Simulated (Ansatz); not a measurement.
# H7O2PSi: the cost of one run

All numbers below are computed with Ansatz 0.2.0 (RKS PBE-D4/cc-pVDZ).

1 further run of the same task is left out (it didn't finish).

## (1) Starting point

Bond lengths: Si1–H3 1.460 Å, Si1–O4 1.679 Å, O4–H5 1.010 Å, Si1–O6 1.679 Å, O6–H7 1.010 Å, Si1–P8 2.480 Å, P8–H9 1.420 Å, P8–H10 1.420 Å. Angles: H3–Si1–O4 109.5°, H3–Si1–O6 109.5°, H3–Si1–P8 67.2°, O4–Si1–O6 109.5°, O4–Si1–P8 176.6°, O6–Si1–P8 72.8°, Si1–O4–H5 109.5°, Si1–O6–H7 109.5°, Si1–P8–H9 109.5°, Si1–P8–H10 109.5°, H9–P8–H10 109.4°.

Structure file:

```xyz
11

Si    0.0000    0.0000    0.0000
H     0.0000    0.0000    1.8100
H     1.3768    0.0000   -0.4862
O    -0.7913    1.3709   -0.5594
H    -1.7491    1.1401   -0.7818
O    -0.7913   -1.3709   -0.5594
H    -1.2459   -1.8365    0.2129
P     1.2944   -1.9656    0.7820
H     0.4981   -3.1353    0.6631
H     2.4646   -2.1080   -0.0096
H     0.5220   -0.7926    1.8858
```

## (2) Pulling towards end A

Springs on the bonds that form and break draw the guess towards this end; the thresholds are loose.

Input file input.yaml:

```yaml
crystal:
  periodic: [false, false, false]
  atoms:
    - { symbol: Si, position_ang: [0.0, 0.0, 0.0] }
    - { symbol: H, position_ang: [0.0, 0.0, 1.81] }
    - { symbol: H, position_ang: [1.3768, 0.0, -0.4862] }
    - { symbol: O, position_ang: [-0.7913, 1.3709, -0.5594] }
    - { symbol: H, position_ang: [-1.7491, 1.1401, -0.7818] }
    - { symbol: O, position_ang: [-0.7913, -1.3709, -0.5594] }
    - { symbol: H, position_ang: [-1.2459, -1.8365, 0.2129] }
    - { symbol: P, position_ang: [1.2944, -1.9656, 0.782] }
    - { symbol: H, position_ang: [0.4981, -3.1353, 0.6631] }
    - { symbol: H, position_ang: [2.4646, -2.108, -0.0096] }
    - { symbol: H, position_ang: [0.522, -0.7926, 1.8858] }
basis:
  gaussian: { orbitals: cc-pVDZ }
hamiltonian:
  xc: pbe
  dispersion: d4
relax:
  f_tol: 0.15
  max_steps: 25
  restrain:
    - { distance: [0, 7], at: 3.38, k: 30.0 }
    - { distance: [10, 1], at: 1.86, k: 30.0 }
    - { distance: [0, 1], at: 1.46, k: 30.0 }
    - { distance: [10, 7], at: 1.42, k: 30.0 }
output:
  orbitals: {}
```

Command:

```
$ ansatz run input.yaml --threads 2 --pin off --max-ram 3072MiB --backend cpu --events-out ev --progress --plain --runs-dir out
```

**Question.** How long does this run take on 2 threads of Arm Neoverse V2, shared host, and how much memory does it need?

About 23 s, with a peak of 0.14 GiB.
